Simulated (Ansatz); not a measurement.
# C₅H₉B: two torsions

Aim: map the energy of C₅H₉B, SMILES C=CB(C)C=C over two coordinates, and find its wells, ridges and stiffness.

Method: RHF/def2-SVP; program: Ansatz 0.2.0.

## Step 1: The starting structure

SMILES `C=CB(C)C=C`, 15 atoms, charge 0, spin multiplicity 1.

Atoms are counted from 1 here; the program's logs count them from 0.

Bond lengths: C1–C2 1.354 Å, C1–H7 1.104 Å, C1–H8 1.104 Å, C2–B3 1.566 Å, C2–H9 1.107 Å, B3–C4 1.579 Å, B3–C5 1.570 Å, C4–H10 1.107 Å, C4–H11 1.115 Å, C4–H12 1.113 Å, C5–C6 1.354 Å, C5–H13 1.108 Å, C6–H14 1.104 Å, C6–H15 1.104 Å. Angles: C2–C1–H7 122.7°, C2–C1–H8 121.5°, H7–C1–H8 115.8°, C1–C2–B3 124.0°, C1–C2–H9 116.1°, B3–C2–H9 119.9°, C2–B3–C4 122.5°, C2–B3–C5 120.1°, C4–B3–C5 117.4°, B3–C4–H10 116.8°, B3–C4–H11 108.1°, B3–C4–H12 110.5°, H10–C4–H11 107.6°, H10–C4–H12 108.5°, H11–C4–H12 104.5°, B3–C5–C6 125.0°, B3–C5–H13 118.6°, C6–C5–H13 116.4° and more.

Geometry (Å):

```xyz
15
C5H9B
C    -1.7699   -1.5638    0.3734
C    -1.1586   -0.5167   -0.2295
B     0.2450    0.0377    0.1880
C     1.0345   -0.5109    1.4409
C     0.9125    1.1935   -0.6380
C     0.4115    1.7225   -1.7794
H    -2.7570   -1.9429    0.0550
H    -1.3014   -2.0952    1.2203
H    -1.7075   -0.0518   -1.0709
H     0.5964   -1.3834    1.9637
H     1.1263    0.3165    2.1832
H     2.0843   -0.7553    1.1641
H     1.8796    1.6054   -0.2877
H    -0.5425    1.3721   -2.2109
H     0.9250    2.5216   -2.3429
```

This geometry comes from a loose relaxation at PBE in a small basis, which is not shown.

## Step 3: Setting up the map

The axes are (1) dihedral B3–C5–C6–H14: 10 values from −180 to 144 °, periodic; (2) dihedral C1–C2–B3–C4: 10 values from −180 to 144 °, periodic.

Nothing else is relaxed (all other coordinates rigid). Energies count from the relaxed molecule at the same level. Points are written as (first, second).

(The set-up runs are not shown.)

## Step 4: Grid point (108°, −180°)

input.yaml reads:

```yaml
crystal:
  periodic: [false, false, false]
  atoms:
    - { symbol: C, position_ang: [-1.775451, -1.561354, 0.378482] }
    - { symbol: C, position_ang: [-1.151951, -0.570944, -0.256875] }
    - { symbol: B, position_ang: [0.242118, 0.02404, 0.17665] }
    - { symbol: C, position_ang: [0.954036, 1.207355, -0.608865] }
    - { symbol: C, position_ang: [1.003203, -0.549828, 1.436514] }
    - { symbol: C, position_ang: [0.562765, -1.525135, 2.228987] }
    - { symbol: H, position_ang: [-2.735496, -1.943975, 0.047662] }
    - { symbol: H, position_ang: [-1.359644, -2.03835, 1.257627] }
    - { symbol: H, position_ang: [-1.660678, -0.166356, -1.127299] }
    - { symbol: H, position_ang: [0.413629, 1.608003, -1.465656] }
    - { symbol: H, position_ang: [1.935232, 0.866242, -0.958414] }
    - { symbol: H, position_ang: [1.155616, 2.033889, 0.081595] }
    - { symbol: H, position_ang: [1.968894, -0.117072, 1.691119] }
    - { symbol: H, position_ang: [0.998195, -2.517263, 2.225726] }
    - { symbol: H, position_ang: [-0.259053, -1.378427, 2.922215] }
basis:
  gaussian: { orbitals: def2-SVP }
hamiltonian:
  xc: hf
output:
  forces: true
```

Started as:

```
$ ansatz run input.yaml --threads 1 --pin off --max-ram 2560MiB --backend cpu --events-out ev --progress --plain --runs-dir out
```

The session goes on with these runs: the other points that were computed.

**Question.** What will these runs give? Wanted: lowest point; highest computed point; largest force on an atom.

The runs gave:

| quantity | value |
| --- | --- |
| lowest point | (0°, 0°), 0 kJ/mol |
| highest computed point | (108°, −144°), 285 kJ/mol above the lowest |
| largest force on an atom (eV/Å) | 0.01 at (0°, 0°) to 3.03 at (−72°, 108°); 0.01 at the lowest point |
| time for the whole task | 16 min on 1 thread, shared host |

In words: The lowest computed point is at (0°, 0°), 0 kJ/mol from the relaxed molecule at the same level; the map holds 2 wells of about this depth. A higher local minimum lies near (−180°, 108°) (15 kJ/mol above the lowest at that grid point). The highest computed point, (108°, −144°), lies 285 kJ/mol above the lowest. On the interpolated surface the easiest way out of the lowest well to the well at (0°, 108°) passes a barrier of about 18 kJ/mol. Round the minimum the two coordinates are nearly uncoupled. Between some neighbouring points the energy changes steeply, from close contacts of the rigid frames or a change of state; the map doesn't tell which.
